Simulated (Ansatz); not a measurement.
**FH3NPZn: basis-set convergence**

The task here is to estimate one member of a computed series from the others.

Computed with Ansatz 0.2.0, Gaussian basis. Level: one geometry, several basis sets.

Plan: PBE0-D4/def2-SVP; ωB97M-V/def2-SVP; PBE0-D4/def2-QZVPP; ωB97M-V/def2-QZVPP; the functionals' def2-TZVPP values are taken from earlier runs.

## Structure used throughout

An earlier PBE0-D4 in a triple-zeta def2 set relaxation fixed the geometry.

SMILES `N[PH][Zn][F]`, 7 atoms, charge 0, spin multiplicity 1.

Atoms are counted from 1 here; the program's logs count them from 0.

Bond lengths: N1–P2 1.714 Å, N1–H5 1.007 Å, N1–H6 1.007 Å, P2–Zn3 2.280 Å, P2–H7 1.421 Å, Zn3–F4 1.764 Å. Angles: P2–N1–H5 113.5°, P2–N1–H6 121.3°, H5–N1–H6 111.4°, N1–P2–Zn3 106.7°, N1–P2–H7 99.4°, Zn3–P2–H7 94.2°, P2–Zn3–F4 176.9°.

The first run:

Contents of in.yaml:

```yaml
crystal:
  periodic: [false, false, false]
  atoms:
    - {symbol: N, position_ang: [-0.431991, 1.363751, -0.293802]}
    - {symbol: P, position_ang: [0.441327, 0.462493, 0.872908]}
    - {symbol: Zn, position_ang: [0.182854, -1.736574, 0.329316]}
    - {symbol: F, position_ang: [-0.101977, -3.435776, -0.047572]}
    - {symbol: H, position_ang: [-1.285907, 1.762120, 0.062635]}
    - {symbol: H, position_ang: [-0.547979, 1.027342, -1.235538]}
    - {symbol: H, position_ang: [1.743684, 0.556654, 0.312053]}
basis:
  gaussian: {orbitals: def2-SVP}
hamiltonian: {xc: pbe0, dispersion: d4}
output: {orbitals: {seedname: orbitals}}
```

The run is started by

```
$ ansatz run in.yaml --threads 2 --pin off --events-out ev --progress --plain --max-ram 4352MiB
```

Among the steps run: PBE0-D4 in def2-SVP; ωB97M-V in def2-SVP; PBE0-D4 in def2-QZVPP; ωB97M-V in def2-QZVPP.

One table of the session follows, with a row left open; its other results are not shown here.

It belongs to the step «Density functionals: the series». 

| functional | basis | HOMO (eV) |
| --- | --- | --- |
| PBE0-D4 | def2-SVP | ? |
| PBE0-D4 | def2-TZVPP | -6.92 |
| PBE0-D4 | def2-QZVPP | -6.92 |
| ωB97M-V | def2-SVP | -8.66 |
| ωB97M-V | def2-TZVPP | -8.98 |
| ωB97M-V | def2-QZVPP | -8.99 |

Q: Estimate the row for PBE0-D4, def2-SVP from the others.

**Answer.** HOMO (eV): -6.62. In the column «HOMO (eV)» it is the highest.
